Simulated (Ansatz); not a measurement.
Working through a Hubbard U by linear response of NaFeO₃, space group Pm-3m

Computed with the Ansatz DFT code, driven from Python.

The cells in order, each with its output:

```python
import warnings

import ansatz
```

```python
warnings.simplefilter("ignore", ansatz.DeckWarning)
```

```python
system = (
    ansatz.Lattice.cubic(3.830481)
    .space_group(221)
    .atom("Na", (0.0, 0.0, 0.0))
    .atom("Fe", (0.5, 0.5, 0.5))
    .atom("O", (0.5, 0.5, 0.0))
    .moments(Fe=3.5)
)
```

```python
system.resolved().tree()["lattice"]
```

    ((3.830481, 0.0, 0.0), (2.345493147922376e-16, 3.830481, 0.0),
     (2.345493147922376e-16, 2.345493147922376e-16, 3.830481))

```python
calc = system.calculation()
calc = calc.functional("lda")
calc = calc.kpoints(density=3.1)
calc = calc.occupations("fermi_dirac", width=0.05)
calc = calc.spin(ansatz.SpinTreatment.COLLINEAR)
calc = calc.hubbard("Fe", "d", u_eff="linear-response").band_table()
# within one cell the perturbed atoms see their images, so U is that of this cell
found = []
```

```python
def keep(event):
    if event["event"] == "lr_u_result":
        found.append(event["data"])
```

```python
done = calc.session().plan().execute(on_event=keep)
summary = done.report
```

```python
summary["free_energy_ev"]
```

    -7546.320148790523

```python
for orbit in found[-1]["orbits"]:
    print(f"sites {orbit['sites']}: n0 = {orbit['n0']:.3f}, chi0 = {orbit['chi0_per_ev']:.4f}/eV, chi = {orbit['chi_per_ev']:.4f}/eV, U = {orbit['u_ev']:.2f} eV")
print("cycles:", found[-1]["n_cycles"], " band edges:", summary.get("band_edges_ev"))
print(f"net moment {summary['magnetization_mub']:.3f} muB, absolute {summary['absolute_magnetization_mub']:.3f} muB")
for index, (site, m) in enumerate(zip(done.lattice.sites, summary["site_moments_mub"])):
    print(f"  {index:2d} {site.symbol:2s} {m:7.3f}")
```

    sites [1]: n0 = 6.117, chi0 = -0.6600/eV, chi = -0.1382/eV, U = 5.72 eV
    cycles: 1  band edges: None
    net moment 4.660 muB, absolute 4.799 muB
       0 Na   0.002
       1 Fe   3.429
       2 O    0.256
       3 O    0.256
       4 O    0.256

What to keep in mind:
- Absolute energies stand on the zero of these potentials, so only differences at equal settings mean something. A total without «per atom» is that of the whole cell that was run.
- The magnetic order follows from the starting moments and needn't be the lowest.
- For a metal this k-point mesh is coarse: on a finer one energies can move by several to tens of meV an atom and pressures by half a GPa or more, differences at one mesh by less.
- With one magnetic atom the cell can hold only ferromagnetic order.
- This cell is a computed structure, which may not be the phase found in nature.
- Gaps and levels are Kohn-Sham values on a finite set of k-points.
- The computed U depends on the projectors, on the cell (the perturbed atoms see their images) and on the spin treatment typed in the script; a run with no .spin step is spin-unpolarised.
- The script silences the warnings on its input, which a real study should read.
- Hardware and time: 18 s on 1 thread of Arm Neoverse V1, on a shared host, peak memory 0.44 GiB.
